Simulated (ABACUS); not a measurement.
**HPbNO4 in ABACUS: the effect of functional**

Crystal: HPbNO4.

```xyz
14
Lattice="4.9571 0.0000 0.0000 0.0000 5.6343 0.0000 0.0000 0.0000 7.2914" Properties=species:S:1:pos:R:3 pbc="T T T"
H     0.0000    2.8171    1.4085
H     2.4786    0.0000    5.8830
Pb    2.4786    2.8171    6.9456
Pb    0.0000    0.0000    0.3458
N     0.0000    0.0000    4.6413
N     2.4786    2.8171    2.6501
O     0.0000    2.8171    0.4273
O     2.4786    0.0000    6.8642
O     0.0000    1.1026    5.3224
O     0.0000    4.5317    5.3224
O     0.0000    0.0000    3.4087
O     2.4786    3.9197    1.9691
O     2.4786    1.7146    1.9691
O     2.4786    2.8171    3.8827
```

The cell was built by a generator and needn't be a form met in nature.

The cell isn't the ideal one: volume scaled by 1.02.

Alike in all runs:

```yaml
Program: ABACUS 3.10.1
Task: equation of state
Potentials_or_basis: SG15 ONCV 1.2 PBE
Cutoff: 1361 eV
Density_cutoff: 5442 eV
Basis: DZP LCAO (the cutoffs set its grid)
k_mesh: 4 × 4 × 3
Occupations: fermi-dirac, width 0.05 eV
Spin: no spin polarisation
```

Problem. One run gave: gap on the mesh 2.63 eV; pressure 1.9 GPa; largest force 1.18 eV/Å. Which functional did it use?
A. r2SCAN
B. SOGGA
C. WC
D. LDA
E. PBE

Solution. E.

| functional | gap on the mesh (eV) | pressure (GPa) | largest force (eV/Å) |
| --- | --- | --- | --- |
| LDA | 2.44 | -2.1 | 1.46 |
| PBE | 2.63 | 1.9 | 1.18 |
| PBEsol | 2.52 | -0.3 | 1.14 |
| SOGGA | 2.49 | -0.7 | 1.15 |
| WC | 2.54 | -0.2 | 1.06 |
| r2SCAN | 2.99 | -1.6 | 0.77 |

Caveats: the atomic orbitals were generated for these runs and aren't a published set; spin-orbit coupling is left out, which as a rule narrows the gap of such compounds by several tenths of an eV; an odd mesh through Γ misses points on the zone boundary, where band edges often lie; the basis of atomic orbitals isn't converged, which shifts pressures, moduli and gaps; the potentials were made for another functional, which shifts forces and pressure (some runs); forces of over 1 eV/Å show positions far from the minimum, so gaps and moduli don't describe the material at rest (some runs).
